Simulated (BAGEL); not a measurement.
# GeH3SCl (SMILES [SH][GeH2][Cl]) at HF/6-31G(d) (density fitting with qzvpp-jkfit, spherical functions)

What is the energy change on altering one bond length of GeH3SCl at HF/6-31G* (density fitting with qzvpp-jkfit, spherical functions)? 

Program for the calculation: BAGEL 1.2.2.

## (1) The structure to begin with

The species is GeH3SCl (6 atoms), meant as a singlet with charge 0. As SMILES, `[SH][GeH2][Cl]`. The shape is that of a PBE0-D4/def2-TZVP optimisation. This is one conformer, not always the lowest.

Bond lengths: S1–Ge2 2.205 Å, Ge2–Cl3 2.156 Å, S1–H4 1.343 Å, Ge2–H5 1.532 Å, Ge2–H6 1.530 Å. Angles: S1–Ge2–Cl3 110.8°, S1–Ge2–H5 111.4°, S1–Ge2–H6 106.8°, Cl3–Ge2–H5 105.9°, Cl3–Ge2–H6 107.6°, Ge2–S1–H4 94.0°, H5–Ge2–H6 114.3°.

## (2) The energy at HF/6-31G(d) (density fitting with qzvpp-jkfit, spherical functions)

job.json reads:

```json
{ "bagel" : [

{
  "title" : "molecule",
  "basis" : "6-31gs.json",
  "df_basis" : "qzvpp-jkfit",
  "angstrom" : true,
  "geometry" : [
    { "atom" : "S", "xyz" : [   -1.173700,   -1.328000,   -0.086900 ] },
    { "atom" : "Ge", "xyz" : [    0.432700,    0.138800,    0.275500 ] },
    { "atom" : "Cl", "xyz" : [   -0.360100,    2.143100,    0.341600 ] },
    { "atom" : "H", "xyz" : [   -1.332800,   -0.975800,   -1.373400 ] },
    { "atom" : "H", "xyz" : [    1.461900,    0.131100,   -0.858600 ] },
    { "atom" : "H", "xyz" : [    1.014100,   -0.173200,    1.655700 ] }
  ]
},
{
  "title" : "hf"
},
{
  "title" : "print",
  "file" : "orbitals.molden",
  "orbitals" : true
}

]}
```

The basis set 6-31G* is read from a file made from the Basis Set Exchange's data (not shown).

Run with:

```
$ BAGEL_NUM_THREADS=1 BAGEL job.json > job.out
```

The program printed:

```text
* using 1 threads per process

  ===============================================================
  ===============================================================

  *** Geometry ***

  { "atom" : "S", "xyz" : [     -2.217972,     -2.509556,     -0.164217 ] },
  { "atom" : "Ge", "xyz" : [      0.817684,      0.262294,      0.520620 ] },
  { "atom" : "Cl", "xyz" : [     -0.680490,      4.049872,      0.645530 ] },
  { "atom" : "H", "xyz" : [     -2.518627,     -1.843995,     -2.595350 ] },
  { "atom" : "H", "xyz" : [      2.762591,      0.247743,     -1.622519 ] },
  { "atom" : "H", "xyz" : [      1.916371,     -0.327301,      3.128820 ] },

  Number of auxiliary basis functions:      576

  Since a DF basis is specified, we compute 2- and 3-index integrals:
    o Being stored without compression. Storage requirement is 0.025 GB

  Number of basis functions:       74
  Number of electrons      :       68

    * METHOD: MOLECULE                             0.61

  *** RHF ***

  === Nuclear Repulsion ===
   345.7382606894

      * DIIS with orbital gradients will be used.

  === RHF iteration (6-31gs.json) ===
      0      -2933.81701422          0.00788896           0.16
      1      -2933.86655623          0.00348286           0.15
      2      -2933.87368223          0.00108116           0.15
      3      -2933.87446416          0.00033042           0.15
      4      -2933.87453505          0.00006520           0.15
      5      -2933.87454136          0.00001648           0.15
      6      -2933.87454182          0.00000497           0.15
      7      -2933.87454186          0.00000135           0.15
      8      -2933.87454186          0.00000043           0.15
      9      -2933.87454186          0.00000022           0.15
     10      -2933.87454186          0.00000007           0.15
     11      -2933.87454186          0.00000002           0.15
     12      -2933.87454186          0.00000001           0.15
    * SCF iteration converged.

    * Permanent dipole moment:
           (   -0.624175,     0.456409,     0.323776) a.u.

    * METHOD: HF                                   2.38

    * METHOD: PRINT                                0.03

  ===============================================================
```

It took 3.3 s on 1 thread of Arm Neoverse N1, shared host; peak memory 0.13 GiB.

## (3) The distorted shape

input.json reads:

```json
{ "bagel": [

{
  "title": "molecule",
  "basis": "6-31gs.json",
  "df_basis": "qzvpp-jkfit",
  "angstrom": true,
  "geometry": [
    { "atom": "S", "xyz": [   -1.348137,   -1.234391,   -0.501001 ] },
    { "atom": "Ge", "xyz": [    0.258263,    0.232409,   -0.138601 ] },
    { "atom": "Cl", "xyz": [   -0.534537,    2.236709,   -0.072501 ] },
    { "atom": "H", "xyz": [   -1.507237,   -0.882191,   -1.787501 ] },
    { "atom": "H", "xyz": [    1.287463,    0.224709,   -1.272701 ] },
    { "atom": "H", "xyz": [    1.014100,   -0.173200,    1.655700 ] }
  ]
},
{ "title": "hf" },
{ "title": "print", "file": "orbitals.molden", "orbitals": true }

]}
```

The basis set 6-31G* is read from a file made from the Basis Set Exchange's data (not shown).

Run with:

```
$ BAGEL_NUM_THREADS=1 BAGEL input.json > input.out
```

The program printed:

```text
* using 1 threads per process

  ===============================================================
  ===============================================================

  *** Geometry ***

  { "atom" : "S", "xyz" : [     -2.547610,     -2.332661,     -0.946755 ] },
  { "atom" : "Ge", "xyz" : [      0.488046,      0.439189,     -0.261918 ] },
  { "atom" : "Cl", "xyz" : [     -1.010129,      4.226767,     -0.137007 ] },
  { "atom" : "H", "xyz" : [     -2.848265,     -1.667099,     -3.377887 ] },
  { "atom" : "H", "xyz" : [      2.432952,      0.424638,     -2.405056 ] },
  { "atom" : "H", "xyz" : [      1.916371,     -0.327301,      3.128820 ] },

  Number of auxiliary basis functions:      576

  Since a DF basis is specified, we compute 2- and 3-index integrals:
    o Being stored without compression. Storage requirement is 0.025 GB

  Number of basis functions:       74
  Number of electrons      :       68

    * METHOD: MOLECULE                             0.61

  *** RHF ***

  === Nuclear Repulsion ===
   342.5447004176

      * DIIS with orbital gradients will be used.

  === RHF iteration (6-31gs.json) ===
      0      -2933.77310041          0.00790703           0.16
      1      -2933.82308808          0.00367526           0.15
      2      -2933.83106105          0.00108940           0.15
      3      -2933.83194118          0.00034984           0.15
      4      -2933.83202869          0.00006881           0.15
      5      -2933.83203637          0.00001912           0.15
      6      -2933.83203702          0.00000613           0.15
      7      -2933.83203709          0.00000152           0.15
      8      -2933.83203709          0.00000051           0.15
      9      -2933.83203709          0.00000026           0.15
     10      -2933.83203709          0.00000008           0.15
     11      -2933.83203709          0.00000003           0.15
     12      -2933.83203709          0.00000001           0.15
    * SCF iteration converged.

    * Permanent dipole moment:
           (   -0.455587,     0.385443,     0.613605) a.u.

    * METHOD: HF                                   2.41

    * METHOD: PRINT                                0.03

  ===============================================================
```

It took 3.3 s on 1 thread of Arm Neoverse N1, shared host; peak memory 0.13 GiB.

## (4) Summary of results

Level: HF/6-31G* (density fitting with qzvpp-jkfit, spherical functions).

```
                                                          quantity           value
                                         first shape: total energy  -2933.87454 Eh
                                        first shape: dipole moment          2.13 D
                                          first shape: HOMO energy       -10.67 eV
                                          first shape: LUMO energy         2.91 eV
                                        first shape: HOMO–LUMO gap        13.59 eV
                                     distorted shape: total energy  -2933.83204 Eh
                                    distorted shape: dipole moment          2.18 D
                                      distorted shape: HOMO energy       -10.83 eV
                                      distorted shape: LUMO energy         2.48 eV
                                    distorted shape: HOMO–LUMO gap        13.32 eV
energy change with the Ge2–H6 bond stretched from 1.530 to 1.989 Å        1.157 eV
```

In words: With the Ge2–H6 bond stretched from 1.530 to 1.989 Å the energy rises by 1.16 eV (112 kJ/mol). The first shape isn't relaxed at this level, so the change isn't measured from a minimum.
